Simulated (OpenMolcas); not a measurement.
# Zr³⁺ among point charges: CASSCF and CASPT2 levels and susceptibility

Aim: the splitting of the states of Zr³⁺ in the field of 6 point charges, its lowest levels with spin-orbit coupling and its magnetic susceptibility.

Method: state-averaged CASSCF and CASPT2, spin-orbit coupling by RASSI with atomic mean-field integrals. Code: OpenMolcas 26.06.

## Step 1: What is computed

| Item | Value |
| --- | --- |
| Species | Zr³⁺ (zirconium, Z = 40, 37 electrons) |
| Basis | ANO-RCC-VDZP [6s5p3d1f], 43 functions |
| Scalar Hamiltonian | DKH2, point nucleus |
| Inactive shells | 1s 2s 2p 3s 3p 3d 4s 4p |
| Active space | 1 electron in 5 orbitals (4d) |
| Some configurations of this space | 4d |
| Orbitals | optimised for each spin and parity, averaged over all roots |

Outer shells as boxes (Hund's rule):

4d
```
4d [↑ ][  ][  ][  ][  ]
```

The ion sits among 6 point charges of -1 e arranged as a tetragonal octahedron (D4h), 2.15 Å from the ion, with the axial distance 2.236 Å.

Each step is its own input file, run in one work folder so that later steps find the files of earlier ones. Labels, J, g values, rates, χT and fits are worked out afterwards by a script from the matrices that RASSI stores. The input lists half of the charges; inversion (Group=XYZ) makes the rest.

## Step 2: Basis and integrals

File a.inp:

```
&GATEWAY
Coord
1

Zr 0.0 0.0 0.0
Basis=ANO-RCC-VDZP
Group=XYZ
NoMove
AngMom=0.0 0.0 0.0
AMFI
XField
3 Angstrom 0
2.150000 0.000000 0.000000 -1.000000
0.000000 2.150000 0.000000 -1.000000
0.000000 0.000000 2.236000 -1.000000
&SEWARD
```

## Step 3: Reference wave functions, doublets of even parity, 5 roots

File a.inp:

```
&RASSCF
FileOrb=start.orb
Symmetry=1
Spin=2
nActEl=1 0 0
Inactive=9 9
Ras2=5 0
CIRoot=5 5 1
SDav=5
CIMx=300
Iter=120 100
PrWF=0.3
OrbListing=Nothing
MaxOrb=0
>>> COPY $Project.JobIph JOB001
```

start.orb holds the contracted functions of the basis, ordered by shell, or the orbitals of the step before.

## Step 4: RASSI: spin-orbit coupling between the states

File a.inp:

```
&RASSI
NrOfJobIphs=1 5
1 2 3 4 5
IphNames
JOB001
EJob
SpinOrbit
DIPRint=1.0
SOCoupling=1000.0
Subsets=2
Property=9
'ANGMOM' 1 'ANGMOM' 2 'ANGMOM' 3 'MLTPL  1' 1 'MLTPL  1' 2 'MLTPL  1' 3
'AMFI' 1 'AMFI' 2 'AMFI' 3
SOProperty=3
'ANGMOM' 1 'ANGMOM' 2 'ANGMOM' 3
```

## Step 5: CASPT2: IPEA 0.25, imaginary shift 0.1 (closed shells correlated: 4s 4p)

File a.inp:

```
>>> COPY JOB001 $Project.JobIph
&CASPT2
Multistate=5 1 2 3 4 5
NoMult
Frozen=8 6
IPEA=0.25
Imaginary=0.1
MaxIter=60
WThr=0.0 0.3 0.05
PrWF=0.5
NoMix
```

(Steps that only read results are left out.)

What does the calculation give? Wanted: spin-free ground state; first state of the same spin within the active space; lowest level; next level.

As calculated:

| quantity | value |
| --- | --- |
| method | SS-CASPT2, IPEA 0.25, imaginary shift 0.1 (closed shells correlated: 4s 4p) |
| spin-free ground state | 2E, 2-fold in its orbital part |
| first state of the same spin within the active space | 2B2 at 704 cm⁻¹ |
| lowest level | 2-fold E1/2, g = 0.01, 0.35, 0.35 |
| next level | 312.0 cm⁻¹ |
| χT at 300 K | 0.22 cm³ K/mol |
| effective moment at 300 K | 1.31 μB |

Cost by method:

| method | time of its own steps | time with the reference |
| --- | --- | --- |
| A. CASSCF | 1.3 s | 1.3 s |
| B. SS-CASPT2, IPEA 0.25, imaginary shift 0.1, +4s 4p | 0.37 s | 1.6 s |

Times are of one thread on a shared host.

What this shows: The spin-free ground state (2E) comes to 100 % from free-ion D terms and keeps the highest spin of the shell. χT at 300 K is 0.22, against 0.38 cm³ K/mol for the spin alone, so orbital moment lowers it. The field of point charges can differ much from that of real complexes. Point charges carry no covalency, so the field is a model and not that of real ligands.
